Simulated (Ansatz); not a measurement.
# TiMnClO4: relaxing the atoms in a fixed cell

Wanted: the geometry at rest of TiMnClO4 (a known structure type filled with other elements, at an estimated volume), relaxing the atoms in a fixed cell, and its electronic structure there.

Method: DFT, PBE, with U_eff = 6.76 eV on Mn d, U_eff = 4.99 eV on Ti d, collinear spin, plane waves, PAW, in Ansatz 0.2.0.

The structure is tetragonal, space group P4/nmm (No. 129). Conventional cell: a = 6.633 Å, b = 6.633 Å, c = 5.049 Å, α = 90.00°, β = 90.00°, γ = 90.00°. Ti (site symmetry -4m2) is surrounded by 4 O at 1.74 Å. Around O (site symmetry m) lie 1 Ti at 1.74 Å and 1 Mn at 1.95 Å. Cl (site symmetry 4mm) has 1 Mn at 2.22 Å as nearest neighbours. Around Mn (site symmetry 4mm) lie 4 O at 1.95 Å and 1 Cl at 2.22 Å.

Structure file:

```cif
data_structure
_symmetry_space_group_name_H-M 'P 1'
_symmetry_Int_Tables_number 1
_cell_length_a 6.6330
_cell_length_b 6.6330
_cell_length_c 5.0492
_cell_angle_alpha 90.000
_cell_angle_beta 90.000
_cell_angle_gamma 90.000
_cell_volume 222.15
loop_
_atom_site_label
_atom_site_type_symbol
_atom_site_fract_x
_atom_site_fract_y
_atom_site_fract_z
_atom_site_occupancy
Ti1 Ti 0.75000 0.25000 0.00000 1
Ti2 Ti 0.25000 0.75000 0.00000 1
O1 O 0.25000 0.96080 0.20670 1
O2 O 0.53920 0.25000 0.20670 1
O3 O 0.25000 0.53920 0.20670 1
O4 O 0.96080 0.25000 0.20670 1
O5 O 0.75000 0.03920 0.79330 1
O6 O 0.03920 0.75000 0.79330 1
O7 O 0.75000 0.46080 0.79330 1
O8 O 0.46080 0.75000 0.79330 1
Cl1 Cl 0.25000 0.25000 0.70910 1
Cl2 Cl 0.75000 0.75000 0.29090 1
Mn1 Mn 0.25000 0.25000 0.27040 1
Mn2 Mn 0.75000 0.75000 0.72960 1
```

The first density is read from a saved solution for the starting cell.

The structure above is the start of the run; the results belong to its end.

| quantity | value |
| --- | --- |
| moves | 5 |
| energy gained | 101.0 meV/atom |
| largest move | 0.16 Å (Cl) |
| space group (0.01 Å), before / after | P4/nmm / P4/nmm |
| pressure left in the fixed cell | 2.9 GPa |
| character | half-metal |
| density of states, mean within 0.25 eV of the Fermi level | 10 per eV per cell |
| gap of spin down | 4.39 eV |
| Bader charges | Ti +2.32, O -0.93, Cl -0.46, Mn +1.86 e |
| net moment | 4.05 μB per cell |
| largest moment | 3.80 μB on Mn (Bader basin) |

What this shows: In the fixed cell the largest move of an atom is 0.16 Å; the energy fell by 101.0 meV per atom. The fixed cell still holds a mean pressure of 2.9 GPa, so it would expand if let free. With 16 symmetry operations imposed, the end may be a saddle point towards distortions that break them. It is a half-metal: only one spin has states at the Fermi level; within 0.25 eV of the Fermi level the density of states averages 10 per eV per cell, mostly O p (76 %) and Cl p (18 %). Spin sits mostly on Mn (3.80 μB); the arrangement is partly compensated, with 4.05 μB net per cell. By Bader's partition Ti gives up most (+2.32 e) and O takes most (-0.93 e).

Keep in mind: one start, so the state may not be the lowest; the SCF threshold is loose for a stress.

Which input would start the first run of this session?

A: The one that was run. It is one of several that fit.

File input.yaml:

```yaml
crystal:
  lattice:
    - [6.632995, 0.0, 0.0]
    - [0.0, 6.632995, 0.0]
    - [0.0, 0.0, 5.04918895]
  atoms:
    - { symbol: Ti, position: [0.75, 0.25, 0.0] }
    - { symbol: Ti, position: [0.25, 0.75, 0.0] }
    - { symbol: O, position: [0.25, 0.9608, 0.2067] }
    - { symbol: O, position: [0.5392, 0.25, 0.2067] }
    - { symbol: O, position: [0.25, 0.5392, 0.2067] }
    - { symbol: O, position: [0.9608, 0.25, 0.2067] }
    - { symbol: O, position: [0.75, 0.0392, 0.7933] }
    - { symbol: O, position: [0.0392, 0.75, 0.7933] }
    - { symbol: O, position: [0.75, 0.4608, 0.7933] }
    - { symbol: O, position: [0.4608, 0.75, 0.7933] }
    - { symbol: Cl, position: [0.25, 0.25, 0.7091] }
    - { symbol: Cl, position: [0.75, 0.75, 0.2909] }
    - { symbol: Mn, position: [0.25, 0.25, 0.2704] }
    - { symbol: Mn, position: [0.75, 0.75, 0.7296] }
kpoints:
  mp_grid: { grid: [4, 4, 5], shift: [0, 0, 0] }
magnetization:
  spin_polarized: true
scf:
  occupations: { method: fermi_dirac }
  lower_state_search: "off"
hamiltonian:
  pseudopotentials: { kind: paw }
  xc: pbe
  hubbard:
    projectors: all-electron-ortho-atomic
    sites:
      - { species: Mn, l: d, u_eff: 6.76 }
      - { species: Ti, l: d, u_eff: 4.99 }
basis:
  ecutwfc: 420
  fft_grid_basis: typed
relax:
  max_steps: 40
  f_tol: 0.03
output:
  forces: true
  stress: true
  eigenvalues: true
  bader: true
  populations: true
  elf: true
  write_potential: true
  volumetric_format: npy
  dos:
    e_range: [-12, 8]
    de: 0.05
    projected: { site_lists: { Cl: [Cl], Mn: [Mn], O: [O], Ti: [Ti] } }
checkpoint:
  read: saved_state
```

Run with:

```sh
$ ansatz run input.yaml --threads 2 --pin off --max-ram 4096MiB --backend cpu --events-out ev --progress --plain --runs-dir out
```
